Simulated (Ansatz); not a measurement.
**Cl2FH3Si2: up Jacob's ladder to CCSD(T)**

One table from this session's results is given with a row withheld; the runs are named, their logs left out.

The runs use Ansatz 0.2.0, Gaussian basis; functionals in def2-TZVPP, the program's frozen cores in correlated methods.

Plan: LDA (SPW92), PBE-D4, revPBE-D4, BLYP-D4, r2SCAN-D4, B97M-V, PBE0-D4, B3LYP-D4, r2SCANh-D4, r2SCAN0-D4, HSE06-D4, BHLYP-D4, CAM-B3LYP-D4, LC-ωPBE, ωB97X-V, ωB97M-V, B2PLYP, PBE-QIDH; CCSD(T)/def2-SVP; CCSD(T)/def2-TZVPP; MP2/def2-QZVPP; extrapolation to the limit; RPA on PBE.

### Structure used throughout

An earlier PBE0-D4 in a triple-zeta def2 set relaxation fixed the geometry.

SMILES `F[SiH2][SiH](Cl)Cl`, 8 atoms, charge 0, spin multiplicity 1.

Atoms are counted from 1 here; the program's logs count them from 0.

Bond lengths: F1–Si2 1.602 Å, Si2–Si3 2.343 Å, Si2–H6 1.483 Å, Si2–H7 1.485 Å, Si3–Cl4 2.048 Å, Si3–Cl5 2.054 Å, Si3–H8 1.480 Å. Angles: F1–Si2–Si3 110.0°, F1–Si2–H6 108.8°, F1–Si2–H7 108.3°, Si3–Si2–H6 109.2°, Si3–Si2–H7 110.0°, H6–Si2–H7 110.5°, Si2–Si3–Cl4 110.0°, Si2–Si3–Cl5 105.5°, Si2–Si3–H8 116.3°, Cl4–Si3–Cl5 109.8°, Cl4–Si3–H8 107.5°, Cl5–Si3–H8 107.7°.

Set-up of the first run:

The input, in.yaml:

```yaml
crystal:
  periodic: [false, false, false]
  atoms:
    - {symbol: F, position_ang: [-1.637672, 0.864270, -1.425267]}
    - {symbol: Si, position_ang: [-0.295564, 1.031400, -0.566249]}
    - {symbol: Si, position_ang: [0.312969, -1.025541, 0.376644]}
    - {symbol: Cl, position_ang: [-1.157554, -1.677164, 1.644398]}
    - {symbol: Cl, position_ang: [2.031719, -0.654255, 1.437692]}
    - {symbol: H, position_ang: [-0.541471, 2.011649, 0.519463]}
    - {symbol: H, position_ang: [0.779482, 1.515310, -1.468425]}
    - {symbol: H, position_ang: [0.600190, -2.122770, -0.574057]}
basis:
  gaussian: {orbitals: def2-TZVPP}
hamiltonian: {xc: lda}
output: {orbitals: {seedname: orbitals}}
```

The run is started by

```
> ansatz run in.yaml --threads 4 --pin off --events-out ev --progress --plain --max-ram 10444MiB
```

Steps of the session up to this table: LDA; PBE-D4 (GGA); revPBE-D4 (GGA); BLYP-D4 (GGA); r2SCAN-D4 (meta-GGA); B97M-V (meta-GGA); PBE0-D4 (hybrid); B3LYP-D4 (hybrid); r2SCANh-D4 (hybrid); r2SCAN0-D4 (hybrid); HSE06-D4 (hybrid); BHLYP-D4 (hybrid); CAM-B3LYP-D4 (range-separated); LC-ωPBE (range-separated); ωB97X-V (range-separated); ωB97M-V (range-separated); B2PLYP (double hybrid); PBE-QIDH (double hybrid).

One of the session's tables, all rows but one given; the rest of the session is left out.

It belongs to the step «Frontier levels by functional». 

| functional | HOMO (eV) | gap (eV) |
| --- | --- | --- |
| LDA (SPW92) | -7.20 | 4.87 |
| PBE-D4 | -7.10 | 5.05 |
| revPBE-D4 | -7.06 | 5.13 |
| BLYP-D4 | -6.99 | 5.13 |
| r2SCAN-D4 | -7.41 | 5.63 |
| B97M-V | -7.51 | 5.59 |
| PBE0-D4 | -8.34 | 7.14 |
| B3LYP-D4 | ? | ? |
| r2SCANh-D4 | -7.86 | 6.38 |
| r2SCAN0-D4 | -8.54 | 7.49 |
| HSE06-D4 | -7.95 | 6.37 |
| BHLYP-D4 | -9.50 | 9.26 |
| CAM-B3LYP-D4 | -9.65 | 9.53 |
| LC-ωPBE | -10.95 | 11.94 |
| ωB97X-V | -10.63 | 11.51 |
| ωB97M-V | -10.38 | 11.00 |

Estimate the missing values for B3LYP-D4.

Worked estimate for «HOMO (eV)». Against the share of exact exchange, BLYP-D4 (0, -6.99), BHLYP-D4 (0.5, -9.50) give a slope of -5.02 per unit share; at 0.2 the line stands at -7.99.

**Answer.** HOMO (eV): -8.14; gap (eV): 6.78. In «HOMO (eV)» the line misses by +0.15.
